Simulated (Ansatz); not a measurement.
# GePHO (quintet): the correlation ladder, cc-pVDZ

An exercise on one series of results from a longer session: the logs are not shown, and one member is left open.

Computed with Ansatz 0.2.0, Gaussian basis. Level: cc-pVDZ, core rule «outside noble gas», up to 20 orbitals frozen.

The runs, in order: UHF; CCSD(T) on ROHF; CCSD(T) on UHF; BCCD(T) on ROHF; CISD as a restricted active space (open shells left free, so some higher excitations enter); CCSDT(Q) on ROHF; CCSDT(Q) on UHF.

7 further runs of the same task are left out: 1 for a known fault of the program, 6 set aside as unsound or not needed. Runs told in other sessions of the task aren't counted.

### What is computed

The geometry is a PBE0/def2-TZVP stationary point (not a proven minimum) of the parent state, kept for this charge and spin. No spin-orbit coupling is included. The filled d shell of Ge may be among the frozen orbitals whatever the setting's name suggests.

4 atoms, charge 0, spin multiplicity 5.

Atoms are counted from 1 here; the program's logs count them from 0.

Bond lengths: Ge1–O2 1.807 Å, O2–P3 1.633 Å, P3–H4 1.432 Å. Angles: Ge1–O2–P3 130.7°, O2–P3–H4 96.2°.

The first run:

Input file in.yaml:

```yaml
crystal:
  periodic: [false, false, false]
  atoms:
    - {symbol: Ge, position_ang: [0.000000, -0.042614, 1.059894]}
    - {symbol: O, position_ang: [0.000000, 0.574218, -0.638584]}
    - {symbol: P, position_ang: [0.000000, -0.227192, -2.061619]}
    - {symbol: H, position_ang: [0.000000, 0.937911, -2.894664]}
basis:
  gaussian: {orbitals: cc-pVDZ}
magnetization: {spin_polarized: true, initial_magnetization: 4}
hamiltonian: {xc: hf}
output: {orbitals: {seedname: orbitals}}
```

On the command line:

```bash
> ansatz run in.yaml --threads 1 --pin off --events-out ev --progress --plain --max-ram 4096MiB --backend cpu
```

Steps of the session up to this table: UHF; CCSD(T) on ROHF; CCSD(T) on UHF; BCCD(T) on ROHF; CISD as a restricted active space (open shells left free, so some higher excitations enter); CCSDT(Q) on ROHF; CCSDT(Q) on UHF.

One of the session's tables, all rows but one given; the rest of the session is left out.

It belongs to the step «Misses and costs». 

```
   method  from RCCSDT(Q) (kcal/mol)
     ROHF                          ?
      UHF                    +223.03
     RMP2                     +26.11
     UMP2                     +25.93
    RCCSD                      +8.78
    UCCSD                      +8.10
 RCCSD(T)                      +1.70
 UCCSD(T)                      +1.24
  BCCD(T)                      +1.50
   RCCSDT                      +0.67
   UCCSDT                      +0.24
RCCSDT(Q)                          0
UCCSDT(Q)                      -0.60
```

Estimate the missing values for ROHF.

**Answer.** from RCCSDT(Q) (kcal/mol): +228.47. In the column «from RCCSDT(Q) (kcal/mol)» it is the highest.

Not comparable, so not listed: CISD as a restricted active space (open shells left free, so some higher excitations enter) (they don't share determinant, frozen orbitals or solution with the rows shown, or repeat one).

To keep in mind: Restricted and unrestricted rows rest on different reference determinants; a gap between their highest levels can come from leftover correlation error, from unlike frozen cores or from another state.
